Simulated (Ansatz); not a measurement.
# RuS: the cost of one run

Computed with Ansatz 0.2.0 (DFT LDA+U (U_eff = 3 eV on Ru d), plane waves, PAW, unless a step's input says otherwise).

3 further runs of the same task are left out: 3 that didn't finish. Runs told in other sessions of the task aren't counted.

## Step 1: The starting structure

It takes space group Pm-3m (No. 221, cubic). Conventional cell: a = 3.032 Å, b = 3.032 Å, c = 3.032 Å, α = 90.00°, β = 90.00°, γ = 90.00°. Around Ru (site symmetry m-3m) lie 8 S at 2.63 Å. S (site symmetry m-3m) is surrounded by 8 Ru at 2.63 Å.

As a file:

```cif
data_structure
_symmetry_space_group_name_H-M 'P 1'
_symmetry_Int_Tables_number 1
_cell_length_a 3.0319
_cell_length_b 4.2878
_cell_length_c 6.0638
_cell_angle_alpha 45.000
_cell_angle_beta 90.000
_cell_angle_gamma 90.000
_cell_volume 55.74
loop_
_atom_site_label
_atom_site_type_symbol
_atom_site_fract_x
_atom_site_fract_y
_atom_site_fract_z
_atom_site_occupancy
Ru1 Ru 0.00000 0.00000 0.00000 1
S1 S 0.50000 0.50000 0.00000 1
Ru2 Ru 0.00000 0.00000 0.50000 1
S2 S 0.50000 0.50000 0.50000 1
```

## Step 2: Ferromagnetic start, free, symmetry kept, no search

input.yaml reads:

```yaml
crystal:
  lattice:
    - [3.03190283, 0.0, 0.0]
    - [0.0, 3.03190283, 3.03190283]
    - [0.0, 0.0, 6.06380566]
  atoms:
    - { symbol: Ru, position: [0.0, 0.0, 0.0], spin: 4.0 }
    - { symbol: S, position: [0.5, 0.5, 0.0] }
    - { symbol: Ru, position: [0.0, 0.0, 0.5], spin: 4.0 }
    - { symbol: S, position: [0.5, 0.5, 0.5] }
basis:
  ecutwfc: 420
  ecutrho_ratio: 4
kpoints:
  mp_grid: { grid: [6, 6, 6] }
hamiltonian:
  xc: lda
  hubbard:
    sites: [{ site: 0, l: d, u_eff: 3.0 }, { site: 2, l: d, u_eff: 3.0 }]
scf:
  occupations: { method: gaussian, width: 0.05 }
  lower_state_search: "off"
  max_iter: 150
output:
  forces: true
  stress: true
  eigenvalues: true
  populations: true
  hubbard: { sites: [{ site: 0, l: d }, { site: 2, l: d }] }
magnetization:
  spin_polarized: true
```

On the command line:

```sh
ansatz run input.yaml --threads 2 --pin off --max-ram 3072MiB --backend cpu --events-out ev --progress --plain --runs-dir out
```

**Question.** How long does this run take on 2 threads of Arm Neoverse N1, shared host, and how much memory does it need?

About 16 s, with a peak of 0.44 GiB.
